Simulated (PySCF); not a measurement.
# Ta⁺: excitation energy in def2-QZVPPD with ECP60

Each state of tantalum is computed at each level; their differences give the excitation energy. How far do the methods differ?

The numbers are computed with PySCF 2.14.0 (unrestricted determinants in a Gaussian basis, no spin-orbit coupling in the energies), except any that are marked as measured or tabulated.

### 1 The atom as given

* Element: tantalum (Z = 73)
* Basis: def2-QZVPPD with the def2 core potential (60 electrons) (7s6p4d3f2g, 84 functions)
* Hamiltonian: a scalar-relativistic core potential
* State 1: Ta⁺: [Xe] 4f14 5d3 6p1, one real determinant (an excited configuration)
* Needed too, but not shown: Ta⁺ [Xe] 4f14 5d3 6s1 (5F)
* Methods: CCSD(T)
* Core shells frozen in the correlated runs: valence and next inner shell: nothing (for Ta⁺)

Outer shells as boxes (Hund's rule):

Ta+ [Xe] 4f14 5d3 6p1
```
[Xe] core
4f [↑↓][↑↓][↑↓][↑↓][↑↓][↑↓][↑↓]
5d [↑ ][↑ ][↑ ][  ][  ]
6p [↑ ][  ][  ]
```

The runs were made by one driver on top of PySCF. The scripts below sum up each run's settings (the driver also hands on starting orbitals that pick excited configurations, and frozen orbitals as a list rather than a count), and the logs come from the driver's own runs. The driver starts from symmetry-adapted Hartree-Fock orbitals, holds the occupation by maximum overlap and uses a logarithmic radial grid for functionals, so a plain start would take other cycles.

The integrals over 84 functions and the set-up took 1.3 s of CPU time.

### 2 Ta⁺ [Xe] 4f14 5d3 6p1, at CCSD(T) (valence and next inner shell)

#### CCSD(T) (valence and next inner shell)

input.py

```python
from pyscf import gto, scf, dft, mp, cc
import basis_set_exchange as bse
txt = bse.get_basis("def2-QZVPPD", elements=["Ta"], fmt="nwchem", header=False)
cut = txt.index("\nECP")
mol = gto.M(atom="Ta 0 0 0", charge=1, spin=4, symmetry="D2h",
            basis=gto.basis.parse(txt[:cut]),
            ecp={"Ta": gto.basis.parse_ecp(txt[cut:])})
mf = scf.UHF(mol)
mf.irrep_nelec = {'Ag': (1, 1), 'B1g': (1, 0), 'B2g': (1, 0), 'B3g': (1, 0), 'B1u': (1, 1), 'B2u': (2, 1), 'B3u': (1, 1)}
mf.kernel()
mycc = cc.CCSD(mf, frozen=0).run()
mycc.ccsd_t()
```

What does the calculation give?

**Answer**, as computed:

| quantity | value |
| --- | --- |
| excitation energy, Ta⁺ → [Xe] 4f14 5d3 6p1 | UHF 4.844, CCSD(T) (valence and next inner shell) 5.047 eV |

Each level's miss (mean over 1 difference):

```
                                method  mean absolute miss against CCSD(T) (valence and next inner shell) (eV)
                                   UHF                                                                   0.203
    MP2 (valence and next inner shell)                                                                   0.148
SCS-MP2 (valence and next inner shell)                                                                   0.053
   CCSD (valence and next inner shell)                                                                   0.039
CCSD(T) (valence and next inner shell)                                                                   0.000
```

**Reading.** The methods span 0.351 eV, from UHF (4.844) to MP2 (valence and next inner shell) (5.196). No reference value is at hand in this session. The basis is finite, and no extrapolation was made.
